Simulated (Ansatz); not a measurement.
**BrClGeH radical: a ladder of functionals and wavefunction methods**

Aim: compute BrClGeH radical with functionals from several rungs and with coupled cluster. The yardstick is the atomisation energy at the CCSD(T) limit.

Method: functionals in def2-TZVPP, the program's frozen cores in correlated methods; program: Ansatz 0.2.0, Gaussian basis.

The runs, in order: LDA (SPW92), PBE-D4, revPBE-D4, BLYP-D4, r2SCAN-D4, B97M-V, PBE0-D4, B3LYP-D4, r2SCANh-D4, r2SCAN0-D4, HSE06-D4, BHLYP-D4, CAM-B3LYP-D4, LC-ωPBE, ωB97X-V, ωB97M-V, B2PLYP, PBE-QIDH; CCSD(T)/def2-SVP; CCSD(T)/def2-TZVPP; MP2/def2-QZVPP; extrapolation to the limit; RPA on PBE.

### 1 The geometry

The geometry comes from an earlier relaxation with PBE0-D4 in a triple-zeta def2 set; it is a stationary point.

SMILES `[Cl][GeH][Br]`, 4 atoms, charge 0, spin multiplicity 2.

Atoms are counted from 1 here; the program's logs count them from 0.

Bond lengths: Cl1–Ge2 2.152 Å, Ge2–Br3 2.306 Å, Ge2–H4 1.555 Å. Angles: Cl1–Ge2–Br3 108.7°, Cl1–Ge2–H4 106.8°, Br3–Ge2–H4 107.8°.

### 2 LDA

This LDA is Slater exchange with PW92 correlation.

The input, in.yaml:

```yaml
crystal:
  periodic: [false, false, false]
  atoms:
    - {symbol: Cl, position_ang: [-1.869042, 0.399916, -0.447475]}
    - {symbol: Ge, position_ang: [0.269995, 0.163018, -0.472865]}
    - {symbol: Br, position_ang: [0.799613, -1.886537, 0.442643]}
    - {symbol: H, position_ang: [0.855034, 1.263302, 0.457397]}
basis:
  gaussian: {orbitals: def2-TZVPP}
magnetization: {spin_polarized: true, initial_magnetization: 1}
hamiltonian: {xc: lda}
output: {orbitals: {seedname: orbitals}}
```

The run is started by

```sh
ansatz run in.yaml --threads 4 --pin off --events-out ev --progress --plain --max-ram 10444MiB
```

Further steps of the session: PBE-D4 (GGA); revPBE-D4 (GGA); BLYP-D4 (GGA); r2SCAN-D4 (meta-GGA); B97M-V (meta-GGA); B3LYP-D4 (hybrid); r2SCANh-D4 (hybrid); r2SCAN0-D4 (hybrid); HSE06-D4 (hybrid); BHLYP-D4 (hybrid); CAM-B3LYP-D4 (range-separated); LC-ωPBE (range-separated); ωB97X-V (range-separated); ωB97M-V (range-separated); B2PLYP (double hybrid); PBE-QIDH (double hybrid); CCSD(T) in def2-SVP; CCSD(T) in def2-TZVPP; MP2 in def2-QZVPP; RPA on PBE orbitals.

**Question.** What will the summary of the whole plan be? Wanted: atomisation energy, CCSD(T)/CBS; farthest beyond LDA; mean size of error, GGA; mean size of error, meta-GGA; mean size of error, hybrid; mean size of error, range-separated; mean size of error, double hybrid; gap, smallest and largest; T1 diagnostic.

**Answer**, as computed:

| quantity | value |
| --- | --- |
| atomisation energy, CCSD(T)/CBS | 220.1 kcal/mol |
| functionals within 2.2 kcal/mol (1.0 %) | revPBE-D4, PBE0-D4, r2SCAN0-D4, HSE06-D4, ωB97X-V, ωB97M-V, PBE-QIDH |
| farthest beyond LDA | BHLYP-D4 (-8.9 kcal/mol) |
| mean size of error, GGA | 3.5 kcal/mol |
| mean size of error, meta-GGA | 6.6 kcal/mol |
| mean size of error, hybrid | 3.6 kcal/mol |
| mean size of error, range-separated | 3.5 kcal/mol |
| mean size of error, double hybrid | 3.0 kcal/mol |
| gap, smallest and largest | 0.79 eV (LDA (SPW92)), 7.96 eV (LC-ωPBE) |
| T1 diagnostic | 0.0115 |
| triples share of the correlation energy | 3.8 % |

**Reading.** The LDA atomisation energy is off by 40.0 kcal/mol (18 %): it overbinds. PBE-D4 is off by +6.1 kcal/mol. Double hybrids carry the basis error of their MP2 part in triple zeta, and no dispersion term here, so their miss is partly the set-up's. Taken by rung, double hybrid functionals do best (3.0 kcal/mol on average) and meta-GGA ones worst beyond LDA (6.6 kcal/mol). The gap between the best rungs is small, so their order is not settled. Misses under about 2.2 kcal/mol are within the doubt on the reference itself, which lacks core-valence correlation, relativity and higher excitations, and its outer-core shells are covered unevenly. All levels share the lack of spin-orbit coupling, which lowers the free heavy atoms and so the true binding. Hartree-Fock recovers 71 % of the binding; the rest is correlation. CCSD(T) in def2-SVP is off by -22.9 kcal/mol, which most functionals beat. Orbital gaps span 0.8 to 8.0 eV; exact exchange widens them. Correlated methods include outer-core shells of Br, Ge, which these sets cover unevenly.
